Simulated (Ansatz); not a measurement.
# BGe+ (triplet): wave-function methods side by side at distance Ge1–B2 = 5.907 Å, cc-pVDZ

How much of the correlation energy of BGe+ (triplet) does each wave-function method recover here?

Program: Ansatz 0.2.0, Gaussian basis. Level of theory: cc-pVDZ, core rule «outside noble gas», up to 15 orbitals frozen. These are calculated values, not measurements.

The runs, in order: UHF; CCSD(T) on ROHF; CCSD(T) on UHF; BCCD(T) on ROHF; CISD; CCSDT(Q) on ROHF; CCSDT(Q) on UHF; CASSCF and MRCISD+Q, 4 electrons in 4 orbitals; CASSCF and NEVPT2, 4 electrons in 4 orbitals; CASSCF and MRCISD+Q, 6 electrons in 8 orbitals; CASSCF and NEVPT2, 6 electrons in 8 orbitals; Full CI.

21 further runs of the same task are left out: 14 that didn't finish, 7 set aside as unsound or not needed.

**1. The system**

The geometry derives from a PBE0/def2-TZVP stationary point (not a proven minimum). One bond is set to the value named and the two fragments are kept rigid. No spin-orbit coupling is included. The filled d shell of Ge may be among the frozen orbitals whatever the setting's name suggests; the logs give the count.

2 atoms, charge 1, spin multiplicity 3.

Atoms are counted from 1 here; the program's logs count them from 0.

No contacts short enough for the rule that draws bonds.

**2. UHF**

Contents of in.yaml:

```yaml
crystal:
  periodic: [false, false, false]
  atoms:
    - {symbol: Ge, position_ang: [0.000000, 0.000000, 0.000000]}
    - {symbol: B, position_ang: [0.000000, 0.000000, 5.907000]}
basis:
  gaussian: {orbitals: cc-pVDZ}
total_charge: 1
magnetization: {spin_polarized: true, initial_magnetization: 2}
hamiltonian: {xc: hf}
output: {orbitals: {seedname: orbitals}}
```

Run with:

```
$ ansatz run in.yaml --threads 1 --pin off --events-out ev --progress --plain --max-ram 2393MiB
```

After this run come: CCSD(T) on ROHF; CCSD(T) on UHF; BCCD(T) on ROHF; CISD; CCSDT(Q) on ROHF; CCSDT(Q) on UHF; CASSCF and MRCISD+Q, 4 electrons in 4 orbitals; CASSCF and NEVPT2, 4 electrons in 4 orbitals; CASSCF and MRCISD+Q, 6 electrons in 8 orbitals; CASSCF and NEVPT2, 6 electrons in 8 orbitals; Full CI.

**Question.** What will the summary of the whole plan be? Wanted: FCI below the RHF energy; RMP2 from FCI; UMP2 from FCI; RCCSD from FCI; RCCSD(T) from FCI; UCCSD(T) from FCI; RCCSDT(Q) from FCI; UCCSDT(Q) from FCI; NEVPT2 pair from FCI.

The runs gave:

| quantity | value |
| --- | --- |
| FCI below the RHF energy | -3.1072 eV |
| RMP2 from FCI | +104.8 kJ/mol |
| UMP2 from FCI | +103.8 kJ/mol |
| RCCSD from FCI | +5.6 kJ/mol |
| RCCSD(T) from FCI | +1.8 kJ/mol |
| UCCSD(T) from FCI | +1.4 kJ/mol |
| RCCSDT(Q) from FCI | 0.0 kJ/mol |
| UCCSDT(Q) from FCI | -0.4 kJ/mol |
| NEVPT2 pair from FCI | +91.3 kJ/mol |
| MRCISD+Q pair from FCI | -5.5 kJ/mol |
| NEVPT2 valence from FCI | +40.5 kJ/mol |
| levels within 1 kcal/mol (43 meV) | RCCSD(T), UCCSD(T), BCCD(T), RCCSDT, UCCSDT, RCCSDT(Q), UCCSDT(Q), MRCISD+Q valence |
| T1 diagnostic | 0.031 |
| effectively unpaired electrons | 2.11 |

In words: RCCSD(T) lands +1.8 kJ/mol from the yardstick (0.6 % of the correlation energy). UCCSDT, UCCSDT(Q), MRCISD+Q pair, MRCISD+Q valence fall below full CI: unrestricted runs freeze a spin-polarised core, another one than full CI's, and coupled cluster isn't variational. One determinant dominates. Of the multireference levels listed MRCISD+Q valence comes nearest in total energy (-1.9 kJ/mol), which doesn't show that its space is the better one. These misses are within one basis, not against nature; the frozen cores of restricted and unrestricted runs differ, which can shift their rows.
